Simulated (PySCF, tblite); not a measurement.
**C₆H₁₅AlOSi: geometry, infrared bands and NMR shifts**

Aim: predict the infrared bands and NMR shifts of C₆H₁₅AlOSi (`CC(C)(C)/C(=[CH]/[AlH2])O[SiH3]`).

Programs: tblite 0.8.0 and PySCF 2.14.0, with density-fitted response routines of our own. Each step states its level of theory. These are calculated values for one molecule in the gas phase, unless marked as measured. Atoms count from 0, in the outputs and in this text.

### 1 Starting geometry

24 atoms, charge 0, multiplicity 1; geometry from: force field or distance geometry start.

Bonds of the start (Å): C0–C1 1.53, C1–C2 1.52, C1–C3 1.51, C1–C4 1.47, C4–C5 1.33, C5–Al6 1.98, C4–O7 1.42, O7–Si8 1.74, C0–H9 1.12, C0–H10 1.10, C0–H11 1.11, C2–H12 1.14, C2–H13 1.10, C2–H14 1.09, C3–H15 1.09, C3–H16 1.13, C3–H17 1.13, C5–H18 1.08, Al6–H19 1.59, Al6–H20 1.60, Si8–H21 1.48, Si8–H22 1.46, Si8–H23 1.48.

### 2 Optimising the geometry with GFN2-xTB

Job settings and geometry (Å):

```
{"job": {"kind": "relax", "xc": "GFN2-xTB", "basis": "xTB"}, "charge": 0, "multiplicity": 1}
C     -1.493400     0.548800     1.083200
C     -1.047200    -0.106900    -0.228600
C     -1.621200    -1.512200    -0.149600
C     -1.782500     0.611600    -1.338800
C      0.414000    -0.102000    -0.340300
C      1.164500    -1.195300    -0.456400
Al     3.127200    -1.042800    -0.625700
O      1.109300     1.132600    -0.360600
Si     1.867000     1.697500     1.101000
H     -2.610300     0.425500     1.108600
H     -1.084200     0.052400     1.977900
H     -1.266800     1.633200     1.068100
H     -2.747900    -1.367100    -0.129400
H     -1.317500    -1.968800     0.807400
H     -1.383800    -2.103600    -1.036500
H     -1.236100     1.485300    -1.689500
H     -2.770100     0.891800    -0.876700
H     -1.941900    -0.170900    -2.137400
H      0.705300    -2.171600    -0.441700
H      3.793400     0.119000    -1.491500
H      4.007500    -2.355700    -0.409600
H      1.265300     2.986200     1.506300
H      3.312100     1.804200     0.895700
H      1.525400     0.728600     2.171700
```

Started as:

```console
OMP_NUM_THREADS=1 python probes_run.py task.json out
```

This one command runs all jobs of the session in turn.

**Question.** This job is followed by: GFN2-xTB harmonic vibrations, gas phase; GIAO PBE0/pcSseg-1 NMR shielding, non-relativistic, gas phase. What will the session give for the following? strongest single infrared mode (GFN2-xTB); zero-point energy (GFN2-xTB); 13C shifts against TMS (PBE0/pcSseg-1, means over atoms taken as alike); 1H shifts against TMS (PBE0/pcSseg-1, means over atoms taken as alike); 27Al shifts against AlH4- (PBE0/pcSseg-1); 17O shifts against H2O (PBE0/pcSseg-1); 29Si shifts against TMS (PBE0/pcSseg-1); surface potential, 1st and 99th percentile.

The runs gave:

```
                                                               quantity                         value
                              strongest single infrared mode (GFN2-xTB)         2033 cm⁻¹, 448 km/mol
                                           zero-point energy (GFN2-xTB)                114.7 kcal/mol
13C shifts against TMS (PBE0/pcSseg-1, means over atoms taken as alike)  185.8, 102.3, 42.0, 30.1 ppm
 1H shifts against TMS (PBE0/pcSseg-1, means over atoms taken as alike)    5.39, 5.05, 5.01, 1.18 ppm
                              27Al shifts against AlH4- (PBE0/pcSseg-1)                     163.0 ppm
                                 17O shifts against H2O (PBE0/pcSseg-1)                     120.8 ppm
                                29Si shifts against TMS (PBE0/pcSseg-1)                     -46.0 ppm
                                  surface potential, 1st and 99th percentile            -0.76 V and 2.02 V
```

What this shows: Over 150 steps the energy fell by 1.136 eV; of the close pairs, O7–Si8 changed most, 1.741 to 1.609 Å. All 66 modes are real, so the xTB geometry is a minimum. The strongest single mode, at 2033 cm⁻¹, moves mainly H22. GFN2-xTB is a fitted tight-binding method: band positions and strengths are rough. Its intensities can rank the bands wrongly. The most deshielded carbon is C4 (alkene carbon bearing oxygen), at 185.8 ppm: an sp2 carbon further deshielded by the attached heteroatom. At PBE0/pcSseg-1: The widest tensor belongs to C4: span 224 ppm, with a paramagnetic part of -254 ppm. At PBE0/pcSseg-1, counted by nearest atom on the grid, the HOMO lies on C5 38 %; C4 22 %, the LUMO on Al6 31 %; H22 15 %.
